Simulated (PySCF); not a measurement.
# F⁺: dipole response in dyall-acv3z

Aim: the static polarisability and the C₆ coefficient of F⁺, method by method.

Program: PySCF 2.14.0. Level of theory: unrestricted determinants in a Gaussian basis, no spin-orbit coupling in the energies. These are calculated values, not measurements, unless marked.

## 1. The atom as given

| Item | Value |
| --- | --- |
| Element | fluorine (Z = 9) |
| Basis | dyall-acv3z |
| Hamiltonian | scalar relativity by spin-free X2C-1e |
| State 1 | F⁺: [He] 2s2 2p4, high-spin 3P determinant |
| Methods | UHF, PBE, PBE0, revPBE, BLYP |

The outer shells:

F+ [He] 2s2 2p4
```
[He] core
2s [↑↓]
2p [↑↓][↑ ][↑ ]
```

The runs were made by one driver on top of PySCF. The scripts below sum up each run's settings (the driver also hands on starting orbitals that pick excited configurations, and frozen orbitals as a list rather than a count), and the logs come from the driver's own runs. The driver starts from symmetry-adapted Hartree-Fock orbitals, holds the occupation by maximum overlap and uses a logarithmic radial grid for functionals, so a plain start would take other cycles.

The integrals over 76 functions and the set-up took 0.34 s of CPU time.

## 2. F⁺, method by method

**UHF**

The input, input.py:

```python
from pyscf import gto, scf, dft, mp, cc
import basis_set_exchange as bse
mol = gto.M(atom="F 0 0 0", charge=1, spin=2, symmetry="D2h",
            basis=gto.basis.parse(bse.get_basis("dyall-acv3z", elements=["F"], fmt="nwchem")),
            nucmod="G")
mf = scf.UHF(mol).sfx2c1e()
mf.irrep_nelec = {'Ag': (2, 2), 'B1u': (1, 0), 'B2u': (1, 1), 'B3u': (1, 0)}
mf.kernel()
```

Standard output:

```text
damping factor = 0
level_shift factor = 0
DIIS = <class 'pyscf.scf.diis.CDIIS'>
diis_start_cycle = 1
diis_space = 10
diis_damp = 0
SCF conv_tol = 1e-09
SCF conv_tol_grad = None
number electrons alpha = 5  beta = 3
cycle= 1 E= -98.928257817466  delta_E= -0.00486  |g|= 0.0313  |ddm|= 0.0229
cycle= 2 E= -98.9284989834297  delta_E= -0.000241  |g|= 0.00728  |ddm|= 0.00568
cycle= 3 E= -98.9285145323626  delta_E= -1.55e-05  |g|= 0.000316  |ddm|= 0.00193
cycle= 4 E= -98.9285145955546  delta_E= -6.32e-08  |g|= 9.6e-05  |ddm|= 0.000164
cycle= 5 E= -98.9285146019092  delta_E= -6.35e-09  |g|= 2.38e-05  |ddm|= 5.72e-05
cycle= 6 E= -98.9285146022129  delta_E= -3.04e-10  |g|= 2.41e-06  |ddm|= 1.47e-05
converged SCF energy = -98.9285146022129  <S^2> = 2.005292  2S+1 = 3.0035259
```

CPU time 13 s on a shared host, the integrals not counted.

The occupied shells:

```tsv
shell	electrons	mean orbital energy (eV)	spread (eV)	rms radius (bohr)
1s α	1	-740.65	0	0.204
1s β	1	-737.79	0	0.204
2s α	1	-65.429	0	1.05
2s β	1	-54.350	0	1.05
2p α	3	-40.716	3.304	1.09
2p β	1	-35.643	0	1.09
```

⟨S²⟩ = 2.005, ⟨L²⟩ = 2.01.

The driver then solved the coupled dipole response at imaginary frequencies: mean α = 1.708 bohr³ (xx, yy, zz: 1.781, 1.561, 1.781), C₆ = 3.115 au for a like pair.

**PBE**

Changes to input.py:

```diff
@@ -5,3 +5,3 @@
             nucmod="G")
-mf = scf.UHF(mol).sfx2c1e()
+mf = dft.UKS(mol, xc="PBE").sfx2c1e()
 mf.irrep_nelec = {'Ag': (2, 2), 'B1u': (1, 0), 'B2u': (1, 1), 'B3u': (1, 0)}
```

Standard output:

```text
damping factor = 0
level_shift factor = 0
DIIS = <class 'pyscf.scf.diis.CDIIS'>
diis_start_cycle = 1
diis_space = 10
diis_damp = 0
SCF conv_tol = 1e-09
SCF conv_tol_grad = None
number electrons alpha = 5  beta = 3
XC functionals = PBE
    J. P. Perdew, K. Burke, and M. Ernzerhof.,  Phys. Rev. Lett. 77, 3865 (1996)
    J. P. Perdew, K. Burke, and M. Ernzerhof.,  Phys. Rev. Lett. 78, 1396 (1997)
    J. P. Perdew, K. Burke, and M. Ernzerhof.,  Phys. Rev. Lett. 77, 3865 (1996)
    J. P. Perdew, K. Burke, and M. Ernzerhof.,  Phys. Rev. Lett. 78, 1396 (1997)
cycle= 1 E= -99.1164328061709  delta_E= -0.0081  |g|= 0.014  |ddm|= 0.0678
cycle= 2 E= -99.116470112774  delta_E= -3.73e-05  |g|= 0.00744  |ddm|= 0.00702
cycle= 3 E= -99.1164828838149  delta_E= -1.28e-05  |g|= 0.00186  |ddm|= 0.00261
cycle= 4 E= -99.1164836272296  delta_E= -7.43e-07  |g|= 7.38e-05  |ddm|= 0.000474
cycle= 5 E= -99.1164836288783  delta_E= -1.65e-09  |g|= 5.08e-06  |ddm|= 2.94e-05
cycle= 6 E= -99.1164836288857  delta_E= -7.42e-12  |g|= 2.81e-07  |ddm|= 1.85e-06
converged SCF energy = -99.1164836288857  <S^2> = 2.0019077  2S+1 = 3.0012715
```

CPU time 6.2 s on a shared host, the integrals not counted.

The driver then solved the coupled dipole response at imaginary frequencies: mean α = 1.856 bohr³ (xx, yy, zz: 1.902, 1.765, 1.902), C₆ = 3.491 au for a like pair.

**PBE0**

Changes to input.py:

```diff
@@ -5,3 +5,3 @@
             nucmod="G")
-mf = dft.UKS(mol, xc="PBE").sfx2c1e()
+mf = dft.UKS(mol, xc="PBE0").sfx2c1e()
 mf.irrep_nelec = {'Ag': (2, 2), 'B1u': (1, 0), 'B2u': (1, 1), 'B3u': (1, 0)}
```

Standard output:

```text
damping factor = 0
level_shift factor = 0
DIIS = <class 'pyscf.scf.diis.CDIIS'>
diis_start_cycle = 1
diis_space = 10
diis_damp = 0
SCF conv_tol = 1e-09
SCF conv_tol_grad = None
number electrons alpha = 5  beta = 3
XC functionals = PBE0
    C. Adamo and V. Barone.,  J. Chem. Phys. 110, 6158 (1999)
    M. Ernzerhof and G. E. Scuseria.,  J. Chem. Phys. 110, 5029 (1999)
cycle= 1 E= -99.1295445566574  delta_E= -0.0057  |g|= 0.0141  |ddm|= 0.0451
cycle= 2 E= -99.129594130511  delta_E= -4.96e-05  |g|= 0.00208  |ddm|= 0.00429
cycle= 3 E= -99.1295956105433  delta_E= -1.48e-06  |g|= 0.000632  |ddm|= 0.000873
cycle= 4 E= -99.1295957049367  delta_E= -9.44e-08  |g|= 0.000132  |ddm|= 0.00021
cycle= 5 E= -99.1295957101313  delta_E= -5.19e-09  |g|= 9.13e-06  |ddm|= 4.58e-05
cycle= 6 E= -99.1295957101683  delta_E= -3.7e-11  |g|= 5.58e-07  |ddm|= 4.73e-06
converged SCF energy = -99.1295957101683  <S^2> = 2.0024151  2S+1 = 3.0016096
```

It used 17 s of CPU time after the integrals (shared host).

The driver then solved the coupled dipole response at imaginary frequencies: mean α = 1.803 bohr³ (xx, yy, zz: 1.857, 1.694, 1.857), C₆ = 3.357 au for a like pair.

**revPBE**

Changes to input.py:

```diff
@@ -5,3 +5,3 @@
             nucmod="G")
-mf = dft.UKS(mol, xc="PBE0").sfx2c1e()
+mf = dft.UKS(mol, xc="PBE_R,PBE").sfx2c1e()
 mf.irrep_nelec = {'Ag': (2, 2), 'B1u': (1, 0), 'B2u': (1, 1), 'B3u': (1, 0)}
```

Standard output:

```text
damping factor = 0
level_shift factor = 0
DIIS = <class 'pyscf.scf.diis.CDIIS'>
diis_start_cycle = 1
diis_space = 10
diis_damp = 0
SCF conv_tol = 1e-09
SCF conv_tol_grad = None
number electrons alpha = 5  beta = 3
XC functionals = PBE_R,PBE
    Y. Zhang and W. Yang.,  Phys. Rev. Lett. 80, 890 (1998)
    J. P. Perdew, K. Burke, and M. Ernzerhof.,  Phys. Rev. Lett. 77, 3865 (1996)
    J. P. Perdew, K. Burke, and M. Ernzerhof.,  Phys. Rev. Lett. 78, 1396 (1997)
cycle= 1 E= -99.1863437623559  delta_E= -0.00745  |g|= 0.0139  |ddm|= 0.0671
cycle= 2 E= -99.1863826077745  delta_E= -3.88e-05  |g|= 0.00731  |ddm|= 0.00701
cycle= 3 E= -99.1863950767552  delta_E= -1.25e-05  |g|= 0.0019  |ddm|= 0.00261
cycle= 4 E= -99.1863958532623  delta_E= -7.77e-07  |g|= 8.6e-05  |ddm|= 0.000483
cycle= 5 E= -99.1863958554729  delta_E= -2.21e-09  |g|= 5.25e-06  |ddm|= 3.39e-05
cycle= 6 E= -99.1863958554814  delta_E= -8.51e-12  |g|= 3.07e-07  |ddm|= 2.13e-06
converged SCF energy = -99.1863958554814  <S^2> = 2.0020491  2S+1 = 3.0013657
```

It used 7 s of CPU time after the integrals (shared host).

The driver then solved the coupled dipole response at imaginary frequencies: mean α = 1.857 bohr³ (xx, yy, zz: 1.903, 1.766, 1.903), C₆ = 3.495 au for a like pair.

**BLYP**

Changes to input.py:

```diff
@@ -5,3 +5,3 @@
             nucmod="G")
-mf = dft.UKS(mol, xc="PBE_R,PBE").sfx2c1e()
+mf = dft.UKS(mol, xc="BLYP").sfx2c1e()
 mf.irrep_nelec = {'Ag': (2, 2), 'B1u': (1, 0), 'B2u': (1, 1), 'B3u': (1, 0)}
```

Standard output:

```text
damping factor = 0
level_shift factor = 0
DIIS = <class 'pyscf.scf.diis.CDIIS'>
diis_start_cycle = 1
diis_space = 10
diis_damp = 0
SCF conv_tol = 1e-09
SCF conv_tol_grad = None
number electrons alpha = 5  beta = 3
XC functionals = BLYP
    A. D. Becke.,  Phys. Rev. A 38, 3098 (1988)
    C. Lee, W. Yang, and R. G. Parr.,  Phys. Rev. B 37, 785 (1988)
    B. Miehlich, A. Savin, H. Stoll, and H. Preuss.,  Chem. Phys. Lett. 157, 200 (1989)
cycle= 1 E= -99.2070845329726  delta_E= -0.00957  |g|= 0.0127  |ddm|= 0.0763
cycle= 2 E= -99.2071158039027  delta_E= -3.13e-05  |g|= 0.00312  |ddm|= 0.00592
cycle= 3 E= -99.2071173624149  delta_E= -1.56e-06  |g|= 0.00222  |ddm|= 0.00162
cycle= 4 E= -99.2071185053827  delta_E= -1.14e-06  |g|= 5.87e-05  |ddm|= 0.000608
cycle= 5 E= -99.2071185062824  delta_E= -9e-10  |g|= 4.18e-06  |ddm|= 2.33e-05
converged SCF energy = -99.2071185062824  <S^2> = 2.0018745  2S+1 = 3.0012494
```

CPU time 6.9 s on a shared host, the integrals not counted.

The driver then solved the coupled dipole response at imaginary frequencies: mean α = 1.856 bohr³ (xx, yy, zz: 1.899, 1.769, 1.899), C₆ = 3.487 au for a like pair.

Radial density 4πr²ρ of F⁺ at UHF:

```tsv
r (bohr)	density	spin density
0.00232	0.0313	0.000
0.00390	0.0847	0.000
0.00656	0.225	0.000
0.0110	0.581	0.000
0.0186	1.42	0.001
0.0312	3.18	0.002
0.0525	6.13	0.008
0.0883	9.19	0.034
0.149	9.15	0.153
0.250	5.35	0.572
0.420	4.25	1.462
0.707	5.97	2.017
1.19	3.55	1.101
2.00	0.570	0.157
3.36	0.0137	0.002
5.66	1.95e-05	0.000
```

## 3. Polarisabilities and C₆

F⁺, in atomic units:

```tsv
method	mean α	C₆ (like pair)	S(−4)
UHF	1.708	3.115	1.226
PBE	1.856	3.491	1.465
PBE0	1.803	3.357	1.366
revPBE	1.857	3.495	1.468
BLYP	1.856	3.487	1.457
```

α(iu) at BLYP:

```tsv
u (hartree)	α(iu) (bohr³)
0	1.856
0.0500	1.852
0.100	1.841
0.200	1.800
0.300	1.738
0.500	1.575
0.750	1.353
1.00	1.149
1.50	0.8322
2.00	0.6187
3.00	0.3738
5.00	0.1758
```

## 4. Results

```
quantity                                value
 α of F⁺  1.708 (UHF) to 1.857 (revPBE) bohr³
```

In words: A single London oscillator with the computed α and C₆ of F⁺ at UHF would have ω = 4 C₆ / (3 α²) = 1.42 hartree. All values hold for this basis alone; no basis-set limit was taken.
